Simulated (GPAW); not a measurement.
# Ta3AsAu2O13 in GPAW: the effect of functional

Ta3AsAu2O13:

```
Ta As Au O
1.0
     5.45204    0.00000    0.00000
    -2.72602    4.72161    0.00000
     0.00000    0.00000    9.57902
Ta As Au O
3 1 2 13
Direct
  0.00000 0.00000 0.19408
  0.00000 0.00000 0.80592
  0.66667 0.33333 0.00000
  0.00000 0.00000 0.50000
  0.33333 0.66667 0.27428
  0.33333 0.66667 0.72572
  0.00000 0.00000 0.00000
  0.23947 0.97129 0.36402
  0.02871 0.26818 0.36402
  0.73182 0.76053 0.36402
  0.23947 0.97129 0.63598
  0.02871 0.26818 0.63598
  0.73182 0.76053 0.63598
  0.38452 0.33425 0.85844
  0.66575 0.05027 0.85844
  0.94973 0.61548 0.85844
  0.38452 0.33425 0.14156
  0.66575 0.05027 0.14156
  0.94973 0.61548 0.14156
```

The cell was built by a generator and needn't be a form met in nature.

Alike in all runs:

| Quantity | Value |
| --- | --- |
| Program | GPAW 26.7.0 |
| Task | band structure |
| Cutoff | 800 eV |
| Basis | pw |
| k mesh | 4 × 4 × 2 |
| Occupations | fermi-dirac, width 0.05 eV |
| Spin | no spin polarisation |

```csv
functional,potentials or basis,pressure (GPa),largest force (eV/Å)
PW91,PAW data sets generated in the run's folder for this functional,0.5,0.28
SCAN,GPAW PAW data sets (gpaw-data 1.2.1),-6.2,0.27
BLYP,PAW data sets generated in the run's folder for this functional,5.4,0.25
r2SCAN,GPAW PAW data sets (gpaw-data 1.2.1),?,?
AM05,PAW data sets generated in the run's folder for this functional,-4.4,0.31
revPBE,the program's PAW data sets (release 1.2.1) made for this functional,4.6,0.51
```

**Question.** What does the run with functional r2SCAN give?

**Answer.** Pressure -4.8 GPa; largest force 0.29 eV/Å.

Caveats: with this Au data set, volumes or pressures lay over 1.5 % or 2 GPa off other programs in two to four cells of ten; the PAW data sets were made with another functional, which shifts forces and pressure a little (some runs).

Runs at the PBE level aren't shown here.
